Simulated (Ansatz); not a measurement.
**CH4AlClSi: a ladder of functionals and wavefunction methods**

One table from this session's results is given with a row withheld; the runs are named, their logs left out.

Method: functionals in def2-TZVPP, the program's frozen cores in correlated methods; program: Ansatz 0.2.0, Gaussian basis.

Plan: LDA (SPW92), PBE-D4, revPBE-D4, BLYP-D4, r2SCAN-D4, B97M-V, PBE0-D4, B3LYP-D4, r2SCANh-D4, r2SCAN0-D4, HSE06-D4, BHLYP-D4, CAM-B3LYP-D4, LC-ωPBE, ωB97X-V, ωB97M-V, B2PLYP, PBE-QIDH; CCSD(T)/def2-SVP; CCSD(T)/def2-TZVPP; MP2/def2-QZVPP; extrapolation to the limit; RPA on PBE.

**The relaxed structure**

The geometry comes from an earlier relaxation with PBE0-D4 in a triple-zeta def2 set; it is a stationary point, not always the lowest conformer.

SMILES `[Cl][Al]1[CH2][SiH2]1`, 8 atoms, charge 0, spin multiplicity 1.

Atoms are counted from 1 here; the program's logs count them from 0.

Bond lengths: Cl1–Al2 2.087 Å, Al2–C3 1.932 Å, Al2–Si4 2.315 Å, C3–Si4 1.941 Å, C3–H5 1.089 Å, C3–H6 1.100 Å, Si4–H7 1.489 Å, Si4–H8 1.489 Å. Angles: Cl1–Al2–C3 141.4°, Cl1–Al2–Si4 165.0°, C3–Al2–Si4 53.5°, Al2–C3–Si4 73.4°, Al2–C3–H5 132.8°, Al2–C3–H6 107.4°, Si4–C3–H5 119.9°, Si4–C3–H6 109.4°, H5–C3–H6 108.8°, Al2–Si4–C3 53.1°, Al2–Si4–H7 133.1°, Al2–Si4–H8 116.3°, C3–Si4–H7 118.3°, C3–Si4–H8 111.9°, H7–Si4–H8 109.3°.

Set-up of the first run:

The input, in.yaml:

```yaml
crystal:
  periodic: [false, false, false]
  atoms:
    - {symbol: Cl, position_ang: [-2.985412, 1.698788, 0.528778]}
    - {symbol: Al, position_ang: [-1.282516, 0.561351, 0.128025]}
    - {symbol: C, position_ang: [0.635409, 0.579540, 0.359562]}
    - {symbol: Si, position_ang: [0.198819, -1.094157, -0.521666]}
    - {symbol: H, position_ang: [1.273790, 0.578709, 1.241856]}
    - {symbol: H, position_ang: [1.049033, 1.283907, -0.376822]}
    - {symbol: H, position_ang: [0.870457, -1.407393, -1.812723]}
    - {symbol: H, position_ang: [0.332520, -2.257844, 0.397190]}
basis:
  gaussian: {orbitals: def2-TZVPP}
hamiltonian: {xc: lda}
output: {orbitals: {seedname: orbitals}}
```

Started as:

```sh
$ ansatz run in.yaml --threads 2 --pin off --events-out ev --progress --plain --max-ram 4352MiB
```

Among the steps run: LDA; PBE-D4 (GGA); revPBE-D4 (GGA); BLYP-D4 (GGA); r2SCAN-D4 (meta-GGA); B97M-V (meta-GGA); B3LYP-D4 (hybrid); r2SCANh-D4 (hybrid); r2SCAN0-D4 (hybrid); HSE06-D4 (hybrid); BHLYP-D4 (hybrid); CAM-B3LYP-D4 (range-separated); LC-ωPBE (range-separated); ωB97X-V (range-separated); ωB97M-V (range-separated); B2PLYP (double hybrid); PBE-QIDH (double hybrid).

One table of the session follows, with a row left open; its other results are not shown here.

It belongs to the step «Frontier levels by functional». 

```
  functional  HOMO (eV)  LUMO (eV)  gap (eV)
 LDA (SPW92)      -5.44      -2.67      2.76
      PBE-D4      -5.33      -2.46      2.86
   revPBE-D4      -5.28      -2.37      2.91
     BLYP-D4      -5.18      -2.29      2.89
   r2SCAN-D4      -5.51      -2.25      3.27
      B97M-V      -5.54      -2.35      3.19
     PBE0-D4      -6.33      -1.70      4.63
    B3LYP-D4      -6.14      -1.85      4.30
  r2SCANh-D4      -5.88      -1.98      3.90
  r2SCAN0-D4      -6.44      -1.58      4.86
    HSE06-D4      -5.94      -2.07      3.87
    BHLYP-D4      -7.21      -0.83      6.38
CAM-B3LYP-D4      -7.54      -0.66      6.88
     LC-ωPBE      -8.79       0.37      9.16
     ωB97X-V      -8.50       0.27      8.77
     ωB97M-V          ?          ?         ?
```

**Question.** Estimate the row for ωB97M-V.

As computed: HOMO (eV): -8.29; LUMO (eV): 0.04; gap (eV): 8.33. In the column «HOMO (eV)» it lies between ωB97X-V (-8.50) and CAM-B3LYP-D4 (-7.54).
